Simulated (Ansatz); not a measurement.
# GaHF radical: one species, many methods

An exercise on one series of results from a longer session: the logs are not shown, and one member is left open.

The runs use Ansatz 0.2.0, Gaussian basis; functionals in def2-TZVPP, the program's frozen cores in correlated methods.

Levels to be run: LDA (SPW92), PBE-D4, revPBE-D4, BLYP-D4, r2SCAN-D4, B97M-V, PBE0-D4, B3LYP-D4, r2SCANh-D4, r2SCAN0-D4, HSE06-D4, BHLYP-D4, CAM-B3LYP-D4, LC-ωPBE, ωB97X-V, ωB97M-V, B2PLYP, PBE-QIDH; CCSD(T)/def2-SVP; CCSD(T)/def2-TZVPP; CCSD(T)/def2-QZVPP; extrapolation to the limit; RPA on PBE.

## The geometry

The geometry comes from an earlier relaxation with PBE0-D4 in a triple-zeta def2 set; it is a stationary point.

SMILES `[F][GaH]`, 3 atoms, charge 0, spin multiplicity 2.

Atoms are counted from 1 here; the program's logs count them from 0.

Bond lengths: F1–Ga2 1.767 Å, Ga2–H3 1.610 Å. Angles: F1–Ga2–H3 114.1°.

Set-up of the first run:

in.yaml

```yaml
crystal:
  periodic: [false, false, false]
  atoms:
    - {symbol: F, position_ang: [-1.252015, 0.451364, -0.644828]}
    - {symbol: Ga, position_ang: [0.292402, 0.469755, 0.214121]}
    - {symbol: H, position_ang: [0.948613, -0.985920, 0.417407]}
basis:
  gaussian: {orbitals: def2-TZVPP}
magnetization: {spin_polarized: true, initial_magnetization: 1}
hamiltonian: {xc: lda}
output: {orbitals: {seedname: orbitals}}
```

Among the steps run: LDA; PBE-D4 (GGA); revPBE-D4 (GGA); BLYP-D4 (GGA); r2SCAN-D4 (meta-GGA); B97M-V (meta-GGA); PBE0-D4 (hybrid); B3LYP-D4 (hybrid); r2SCANh-D4 (hybrid); r2SCAN0-D4 (hybrid); HSE06-D4 (hybrid); BHLYP-D4 (hybrid); CAM-B3LYP-D4 (range-separated); LC-ωPBE-D4 (range-separated; the results give it without D4); ωB97X-V (range-separated); ωB97M-V (range-separated); B2PLYP (double hybrid); PBE-QIDH (double hybrid).

One of the session's tables, all rows but one given; the rest of the session is left out.

It belongs to the step «Orbital energies across the functionals». 

```
  functional  HOMO (eV)  LUMO (eV)  gap (eV)
 LDA (SPW92)      -5.41      -4.36      1.04
      PBE-D4          ?          ?         ?
   revPBE-D4      -5.33      -3.91      1.42
     BLYP-D4      -5.24      -4.12      1.11
   r2SCAN-D4      -5.77      -3.60      2.17
      B97M-V      -5.52      -4.32      1.20
     PBE0-D4      -6.48      -3.10      3.38
    B3LYP-D4      -6.27      -3.57      2.70
  r2SCANh-D4      -6.18      -3.28      2.89
  r2SCAN0-D4      -6.78      -2.83      3.95
    HSE06-D4      -6.08      -3.48      2.60
    BHLYP-D4      -7.46      -2.40      5.06
CAM-B3LYP-D4      -7.75      -2.29      5.46
     LC-ωPBE      -9.08      -0.77      8.30
     ωB97X-V      -8.59      -1.22      7.37
     ωB97M-V      -8.48      -1.40      7.08
```

**Question.** Estimate the row for PBE-D4.

The run gave: HOMO (eV): -5.36; LUMO (eV): -4.03; gap (eV): 1.33. In the column «HOMO (eV)» it lies between LDA (SPW92) (-5.41) and revPBE-D4 (-5.33).
